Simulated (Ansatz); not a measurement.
# ZrCH2 (quintet): wave-function methods side by side, def2-TZVPP

One table from this session's results is given with a row withheld; the runs are named, their logs left out.

Computed with Ansatz 0.2.0, Gaussian basis. Level: def2-TZVPP, core rule «outside noble gas», up to 5 orbitals frozen.

Plan: UHF; CCSD(T) on ROHF; CCSD(T) on UHF; CCSDT(Q) on ROHF; CCSDT(Q) on UHF.

9 further runs of the same task are left out: 5 for a known fault of the program, 4 set aside as unsound or not needed.

**The system**

The geometry is a PBE0/def2-TZVP stationary point (not a proven minimum) of the parent state, kept for this charge and spin. No spin-orbit coupling is included. Elements past krypton take def2 core potentials.

4 atoms, charge 0, spin multiplicity 5.

Atoms are counted from 1 here; the program's logs count them from 0.

Bond lengths: Zr1–C2 1.958 Å, C2–H3 1.095 Å, C2–H4 1.095 Å. Angles: Zr1–C2–H3 123.1°, Zr1–C2–H4 123.1°, H3–C2–H4 113.7°.

Coordinates:

```csv
atom,x (Å),y (Å),z (Å)
Zr1,0.0000,0.0000,0.2724
C2,0.0000,0.0000,-1.6857
H3,0.0000,0.9165,-2.2842
H4,0.0000,-0.9165,-2.2842
```

Set-up of the first run:

in.yaml

```yaml
crystal:
  periodic: [false, false, false]
  atoms:
    - {symbol: Zr, position_ang: [0.000000, 0.000000, 0.272416]}
    - {symbol: C, position_ang: [0.000000, 0.000000, -1.685685]}
    - {symbol: H, position_ang: [0.000000, 0.916504, -2.284186]}
    - {symbol: H, position_ang: [0.000000, -0.916504, -2.284186]}
basis:
  gaussian: {orbitals: def2-TZVPP}
magnetization: {spin_polarized: true, initial_magnetization: 4}
hamiltonian: {xc: hf}
output: {orbitals: {seedname: orbitals}}
```

Started as:

```
$ ansatz run in.yaml --threads 1 --pin off --events-out ev --progress --plain --max-ram 4096MiB --backend cpu
```

Among the steps run: UHF; CCSD(T) on ROHF; CCSD(T) on UHF; CCSDT(Q) on ROHF; CCSDT(Q) on UHF.

One of the session's tables, all rows but one given; the rest of the session is left out.

It belongs to the step «Misses and costs». 

| method | from RCCSDT(Q) (meV) |
| --- | --- |
| ROHF | +6372.8 |
| UHF | +6186.2 |
| RMP2 | +886.6 |
| UMP2 | +814.1 |
| RCCSD | +279.0 |
| UCCSD | +189.0 |
| RCCSD(T) | +36.3 |
| UCCSD(T) | -50.2 |
| RCCSDT | ? |
| UCCSDT | -76.1 |
| RCCSDT(Q) | 0 |
| UCCSDT(Q) | -86.8 |

Estimate the missing values for RCCSDT.

The run gave: from RCCSDT(Q) (meV): +10.4. In the column «from RCCSDT(Q) (meV)» it lies between RCCSDT(Q) (0) and RCCSD(T) (+36.3).

Limits of these values: Restricted and unrestricted rows rest on different reference determinants; where their highest levels disagree by more than a few hundredths of an eV, they describe different states and don't form one ladder.
